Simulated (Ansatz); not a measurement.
**BiTe: an axial (c/a) deformation path**

One table from this session's results is given with a row withheld; the runs are named, their logs left out.

Program: Ansatz 0.2.0. Level of theory: DFT PBE, scalar-relativistic, plane waves, PAW. These are calculated values, not measurements.

### The structure to begin with

The structure is trigonal, space group R-3m (No. 166). Conventional cell: a = 4.845 Å, b = 4.845 Å, c = 9.952 Å, α = 90.00°, β = 90.00°, γ = 120.00°. Bi (site symmetry -3m) has 6 Te at 3.25 Å in its first shell of neighbours. Around Te (site symmetry -3m) lie 6 Bi at 3.25 Å.

Structure file:

```cif
data_structure
_symmetry_space_group_name_H-M 'R-3m:H'
_symmetry_Int_Tables_number 166
_cell_length_a 4.8454
_cell_length_b 4.8454
_cell_length_c 9.9519
_cell_angle_alpha 90.000
_cell_angle_beta 90.000
_cell_angle_gamma 120.000
_cell_volume 202.35
loop_
_atom_site_label
_atom_site_type_symbol
_atom_site_symmetry_multiplicity
_atom_site_Wyckoff_symbol
_atom_site_fract_x
_atom_site_fract_y
_atom_site_fract_z
_atom_site_occupancy
Bi1 Bi 3 b 0.33333 0.66667 0.16667 1
Te1 Te 3 a 0.00000 0.00000 0.00000 1
```

It goes back to an entry of the Materials Project, which need not be the stable form.

The cell is taken as given, not relaxed at this level.

The first run:

File input.yaml:

```yaml
crystal:
  lattice:
    - [2.4227077728, 1.3987509848, 3.3172919545]
    - [-2.4227077728, 1.3987509848, 3.3172919545]
    - [0.0, -2.7975019696, 3.3172919545]
  atoms:
    - { symbol: Bi, position: [0.5, 0.5, 0.5] }
    - { symbol: Te, position: [0.0, 0.0, 0.0] }
basis:
  ecutwfc: 420
kpoints:
  mp_grid: { grid: [12, 12, 12] }
hamiltonian:
  xc: pbe
scf:
  occupations: { method: gaussian, width: 0.15 }
output:
  forces: true
  stress: true
  eigenvalues: true
  write_density: true
  write_potential: true
  elf: true
  volumetric_format: npy
```

Launch:

```sh
$ ansatz run input.yaml --threads 1 --pin off --max-ram 2560MiB --backend cpu --events-out ev --progress --plain --runs-dir out
```

Among the steps run: The reference: the undisturbed cell on the scan's mesh; At ρ = 0.850; At ρ = 1.200; ρ = 0.920; Point ρ = 1.100; Point ρ = 0.960; ρ = 1.050; ρ = 0.800; ρ = 1.300.

One table of the session follows, with a row left open; its other results are not shown here.

It belongs to the step «The scan collected». 

```
    ρ  ΔE (meV/atom)  pressure (GPa)
0.800           81.9            -2.5
0.850           44.0            -1.8
0.920           11.4            -0.9
0.960            2.7            -0.4
1.000            0.0             0.0
1.050            2.1             0.4
1.100            3.9             0.7
1.200              ?               ?
1.300            4.5             0.7
```

**Question.** Estimate the row for ρ = 1.200.

Worked estimate for «ΔE (meV/atom)». A straight line through the neighbours (1.100, 3.9) and (1.300, 4.5) gives 3.9 + (4.5 − 3.9) × (1.200 − 1.100) / (1.300 − 1.100) = 4.2; a parabola fitted to 3 rows on both sides gives 5.5.

**Answer.** ΔE (meV/atom): 4.5; pressure (GPa): 0.9. In «ΔE (meV/atom)» the line misses by -0.3 and the parabola by +1.0. Between these rows the values bend or scatter more than so simple an estimate can follow.
